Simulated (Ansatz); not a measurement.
# Cl₂H₄OSSi₂: geometry optimisation

Aim: relax Cl₂H₄OSSi₂ from a cheap starting geometry.

Computed with Ansatz 0.2.0, Gaussian basis. Level: RKS PBE0-D4/def2-TZVP.

The runs, in order: relaxation at PBE0-D4/def2-TZVP.

1 further run of the same task is left out (set aside as unsound or not needed).

### 1 Where the work starts

SMILES `O[SiH2]S[SiH](Cl)Cl`, 10 atoms, charge 0, spin multiplicity 1.

Atoms are counted from 1 here; the program's logs count them from 0.

Bond lengths: O1–Si2 1.607 Å, O1–H7 0.960 Å, Si2–S3 2.193 Å, Si2–H8 1.451 Å, Si2–H9 1.451 Å, S3–Si4 2.123 Å, Si4–Cl5 2.004 Å, Si4–Cl6 2.040 Å, Si4–H10 1.450 Å. Angles: Si2–O1–H7 124.8°, O1–Si2–S3 110.9°, O1–Si2–H8 106.4°, O1–Si2–H9 113.3°, S3–Si2–H8 107.0°, S3–Si2–H9 101.5°, H8–Si2–H9 117.4°, Si2–S3–Si4 105.0°, S3–Si4–Cl5 108.4°, S3–Si4–Cl6 110.5°, S3–Si4–H10 112.2°, Cl5–Si4–Cl6 108.3°, Cl5–Si4–H10 110.7°, Cl6–Si4–H10 106.6°.

Geometry (Å):

```
O     0.0972   -1.7854   -0.7510
Si    1.3525   -1.0891   -0.0282
S     1.0758    1.0822    0.1031
Si   -1.0055    1.3524    0.4245
Cl   -1.3976    3.3173    0.4117
Cl   -2.0789    0.4737   -1.0709
H    -0.5502   -1.3236   -1.2893
H     1.3772   -1.5970    1.3310
H     2.5802   -1.1788   -0.7961
H    -1.4507    0.7484    1.6650
```

The start is a GFN2-xTB geometry.

### 2 Relaxation at PBE0-D4/def2-TZVP

in.yaml

```yaml
crystal:
  periodic: [false, false, false]
  atoms:
    - {symbol: O, position_ang: [0.097180, -1.785400, -0.750960]}
    - {symbol: Si, position_ang: [1.352480, -1.089140, -0.028200]}
    - {symbol: S, position_ang: [1.075850, 1.082160, 0.103140]}
    - {symbol: Si, position_ang: [-1.005530, 1.352420, 0.424500]}
    - {symbol: Cl, position_ang: [-1.397630, 3.317270, 0.411740]}
    - {symbol: Cl, position_ang: [-2.078850, 0.473720, -1.070880]}
    - {symbol: H, position_ang: [-0.550150, -1.323570, -1.289310]}
    - {symbol: H, position_ang: [1.377200, -1.597020, 1.331040]}
    - {symbol: H, position_ang: [2.580190, -1.178840, -0.796080]}
    - {symbol: H, position_ang: [-1.450730, 0.748400, 1.665000]}
basis:
  gaussian: {orbitals: def2-TZVP}
hamiltonian: {xc: pbe0, dispersion: d4}
relax: {f_tol: 0.005, max_steps: 150}
```

Started as:

```sh
ansatz run in.yaml --threads 2 --pin off --events-out ev --progress --plain --max-ram 22528MiB --backend cuda --devices 0, --max-vram 18GiB
```

**Question.** What will the summary of the whole plan be? Wanted: point group; shift from the start; total energy; dispersion term; dipole moment.

**Answer**, as computed:

| quantity | value |
| --- | --- |
| point group | C1 |
| steps | 23 |
| shift from the start (rms) | 0.381 Å |
| total energy | -53736.0574 eV |
| dispersion term | -345 meV |
| dipole moment | 1.44 D |

The relaxed geometry lies 0.38 Å (rms) from the start; the bond that changed most is Si2–S3, from 2.193 to 2.148 Å. No vibrations were run, so it is not proven to be a minimum. The largest Mulliken charge, -0.50 e, sits on O1.
